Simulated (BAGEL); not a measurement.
# RI-MP2/cc-pVDZ (density fitting with qzvpp-jkfit) run of C2H5AlSi (SMILES [AlH2][C]#C[SiH3])

What is the energy change on altering one bond length of C2H5AlSi at RI-MP2/cc-pVDZ (density fitting with qzvpp-jkfit)? 

Program for the calculation: BAGEL 1.2.2.

## 1. The structure to begin with

C2H5AlSi: 9 atoms, total charge 0, spin state singlet. As SMILES, `[AlH2][C]#C[SiH3]`. Geometry: a GFN2-xTB relaxation, a rough one for these elements and not checked as a minimum.

Bond lengths: Al1–C2 1.943 Å, C2–C3 1.223 Å, C3–Si4 1.854 Å, Al1–H5 1.552 Å, Al1–H6 1.552 Å, Si4–H7 1.465 Å, Si4–H8 1.465 Å, Si4–H9 1.465 Å. Some angles: Al1–C2–C3 179.8°, C2–C3–Si4 179.8°, C2–Al1–H5 122.9°, C2–Al1–H6 122.8°, C3–Si4–H7 108.0°, C3–Si4–H8 107.9°, C3–Si4–H9 108.2°, H5–Al1–H6 114.4°, H7–Si4–H8 110.9°, H7–Si4–H9 110.9°.

## 2. The energy at RI-MP2/cc-pVDZ (density fitting with qzvpp-jkfit)

Input file mp2.json:

```json
{ "bagel" : [

{
  "title" : "molecule",
  "basis" : "cc-pvdz.json",
  "df_basis" : "qzvpp-jkfit",
  "angstrom" : true,
  "geometry" : [
    { "atom" : "Al", "xyz" : [      -0.616830,       2.371580,      -1.277520 ] },
    { "atom" : "C", "xyz" : [      -0.186090,       0.704560,      -0.376640 ] },
    { "atom" : "C", "xyz" : [       0.087650,      -0.346640,       0.186330 ] },
    { "atom" : "Si", "xyz" : [       0.504000,      -1.936970,       1.043990 ] },
    { "atom" : "H", "xyz" : [      -0.791060,       2.477120,      -2.816330 ] },
    { "atom" : "H", "xyz" : [      -0.816890,       3.709690,      -0.517070 ] },
    { "atom" : "H", "xyz" : [      -0.185130,      -3.022820,       0.341490 ] },
    { "atom" : "H", "xyz" : [       1.957090,      -2.115900,       0.983090 ] },
    { "atom" : "H", "xyz" : [       0.047260,      -1.840610,       2.432660 ] }
  ]
},

{ "title" : "hf" },

{ "title" : "mp2", "ncore" : 12 }

]}
```

The basis set cc-pVDZ is read from a file made from the Basis Set Exchange's data (not shown).

On the command line:

```console
$ BAGEL_NUM_THREADS=1 BAGEL mp2.json > mp2.out
```

The log of the run:

```text
* using 1 threads per process

  ===============================================================
  ===============================================================

  *** Geometry ***

  { "atom" : "Al", "xyz" : [     -1.165640,      4.481637,     -2.414163 ] },
  { "atom" : "C", "xyz" : [     -0.351659,      1.331425,     -0.711746 ] },
  { "atom" : "C", "xyz" : [      0.165634,     -0.655055,      0.352113 ] },
  { "atom" : "Si", "xyz" : [      0.952422,     -3.660343,      1.972855 ] },
  { "atom" : "H", "xyz" : [     -1.494887,      4.681078,     -5.322092 ] },
  { "atom" : "H", "xyz" : [     -1.543698,      7.010298,     -0.977121 ] },
  { "atom" : "H", "xyz" : [     -0.349845,     -5.712302,      0.645323 ] },
  { "atom" : "H", "xyz" : [      3.698364,     -3.998472,      1.857771 ] },
  { "atom" : "H", "xyz" : [      0.089308,     -3.478249,      4.597061 ] },

  Number of auxiliary basis functions:      496

  Since a DF basis is specified, we compute 2- and 3-index integrals:
    o Being stored without compression. Storage requirement is 0.031 GB

  Number of basis functions:       89
  Number of electrons      :       44

    * METHOD: MOLECULE                             0.27

  *** RHF ***

  === Nuclear Repulsion ===
   148.5544864022

      * DIIS with orbital gradients will be used.

  === RHF iteration (cc-pvdz.json) ===
      0       -609.33734304          0.01016981           0.09
      1       -609.42986582          0.00462976           0.09
      2       -609.44328166          0.00148161           0.09
      3       -609.44486282          0.00066886           0.09
      4       -609.44512564          0.00007235           0.09
      5       -609.44513320          0.00003332           0.09
      6       -609.44513547          0.00001798           0.09
      7       -609.44513635          0.00000685           0.09
      8       -609.44513648          0.00000123           0.09
      9       -609.44513648          0.00000040           0.09
     10       -609.44513648          0.00000010           0.09
     11       -609.44513648          0.00000006           0.09
     12       -609.44513648          0.00000002           0.09
     13       -609.44513648          0.00000001           0.09
    * SCF iteration converged.

    * Permanent dipole moment:
           (   -0.057198,     0.207288,    -0.111778) a.u.

    * METHOD: HF                                   1.44

  *** RHF ***

  === Nuclear Repulsion ===
   148.5544864022

      * DIIS with orbital gradients will be used.

  === RHF iteration (cc-pvdz.json) ===
      0       -609.44513648          0.00000000           0.09
    * SCF iteration converged.

    * Permanent dipole moment:
           (   -0.057199,     0.207288,    -0.111778) a.u.

  === DF-MP2 calculation ===

    * freezing 12 orbitals
    * 3-index integral transformation done
    * assembly done

      MP2 correlation energy:   -0.4124526867      0.04

      MP2 total energy:       -609.8575891674

    * METHOD: MP2                                  0.24

  ===============================================================
```

Run time: 2.1 s. Hardware: 1 thread of Arm Neoverse V2, shared host.

## 3. The distorted shape, same level

Input file input.json:

```json
{ "bagel" : [

{
  "title" : "molecule",
  "basis" : "cc-pvdz.json",
  "df_basis" : "qzvpp-jkfit",
  "angstrom" : "true",
  "geometry" : [
    { "atom" : "Al", "xyz" : [   -0.529710,    2.318807,   -0.508067 ] },
    { "atom" : "C", "xyz" : [   -0.098970,    0.651787,    0.392813 ] },
    { "atom" : "C", "xyz" : [    0.174770,   -0.399413,    0.955783 ] },
    { "atom" : "Si", "xyz" : [    0.591120,   -1.989743,    1.813443 ] },
    { "atom" : "H", "xyz" : [   -0.791060,    2.477120,   -2.816330 ] },
    { "atom" : "H", "xyz" : [   -0.729770,    3.656917,    0.252383 ] },
    { "atom" : "H", "xyz" : [   -0.098010,   -3.075593,    1.110943 ] },
    { "atom" : "H", "xyz" : [    2.044210,   -2.168673,    1.752543 ] },
    { "atom" : "H", "xyz" : [    0.134380,   -1.893383,    3.202113 ] }
  ]
},
{
  "title" : "hf"
},
{
  "title" : "mp2",
  "ncore" : 12
}

]}
```

The basis set cc-pVDZ is read from a file made from the Basis Set Exchange's data (not shown).

On the command line:

```console
$ BAGEL_NUM_THREADS=1 BAGEL input.json > input.out
```

The log of the run:

```text
* using 1 threads per process

  ===============================================================
  ===============================================================

  *** Geometry ***

  { "atom" : "Al", "xyz" : [     -1.001007,      4.381910,     -0.960107 ] },
  { "atom" : "C", "xyz" : [     -0.187026,      1.231699,      0.742309 ] },
  { "atom" : "C", "xyz" : [      0.330267,     -0.754781,      1.806168 ] },
  { "atom" : "Si", "xyz" : [      1.117055,     -3.760069,      3.426911 ] },
  { "atom" : "H", "xyz" : [     -1.494887,      4.681078,     -5.322092 ] },
  { "atom" : "H", "xyz" : [     -1.379065,      6.910572,      0.476935 ] },
  { "atom" : "H", "xyz" : [     -0.185212,     -5.812028,      2.099378 ] },
  { "atom" : "H", "xyz" : [      3.862997,     -4.098198,      3.311826 ] },
  { "atom" : "H", "xyz" : [      0.253941,     -3.577975,      6.051117 ] },

  Number of auxiliary basis functions:      496

  Since a DF basis is specified, we compute 2- and 3-index integrals:
    o Being stored without compression. Storage requirement is 0.031 GB

  Number of basis functions:       89
  Number of electrons      :       44

    * METHOD: MOLECULE                             0.27

  *** RHF ***

  === Nuclear Repulsion ===
   146.6244367648

      * DIIS with orbital gradients will be used.

  === RHF iteration (cc-pvdz.json) ===
      0       -609.26731078          0.01031993           0.09
      1       -609.36279330          0.00489879           0.09
      2       -609.37754092          0.00161408           0.09
      3       -609.37943179          0.00073752           0.09
      4       -609.37976009          0.00007546           0.09
      5       -609.37976839          0.00003465           0.09
      6       -609.37977085          0.00001872           0.09
      7       -609.37977179          0.00000714           0.09
      8       -609.37977194          0.00000145           0.09
      9       -609.37977194          0.00000052           0.09
     10       -609.37977194          0.00000016           0.09
     11       -609.37977194          0.00000003           0.09
     12       -609.37977194          0.00000001           0.09
     13       -609.37977194          0.00000000           0.09
    * SCF iteration converged.

    * Permanent dipole moment:
           (   -0.160998,     0.346531,    -0.872251) a.u.

    * METHOD: HF                                   1.44

  *** RHF ***

  === Nuclear Repulsion ===
   146.6244367648

      * DIIS with orbital gradients will be used.

  === RHF iteration (cc-pvdz.json) ===
      0       -609.37977194          0.00000000           0.09
    * SCF iteration converged.

    * Permanent dipole moment:
           (   -0.160998,     0.346531,    -0.872251) a.u.

  === DF-MP2 calculation ===

    * freezing 12 orbitals
    * 3-index integral transformation done
    * assembly done

      MP2 correlation energy:   -0.4155222405      0.04

      MP2 total energy:       -609.7952941843

    * METHOD: MP2                                  0.23

  ===============================================================
```

Run time: 2.1 s. Hardware: 1 thread of Arm Neoverse V2, shared host.

## 4. Results

Level: RI-MP2/cc-pVDZ (density fitting with qzvpp-jkfit), 12 core orbitals frozen.

| quantity | value |
| --- | --- |
| first shape: total energy | -609.85759 Eh |
| first shape: correlation energy (12 core orbitals frozen) | -412.5 mEh |
| distorted shape: total energy | -609.79529 Eh |
| distorted shape: correlation energy (12 core orbitals frozen) | -415.5 mEh |
| energy change with the Al1–H5 bond stretched from 1.552 to 2.328 Å | 1.695 eV |

One bond (distorted shape) is far stretched, which a spin-restricted single reference describes badly; perturbation theory on it can break down and give far too much correlation. With the Al1–H5 bond stretched from 1.552 to 2.328 Å the energy rises by 1.70 eV (39 kcal/mol). The first shape isn't relaxed at this level, so the change isn't measured from a minimum. A restricted reference can't describe the breaking bond well at this length.
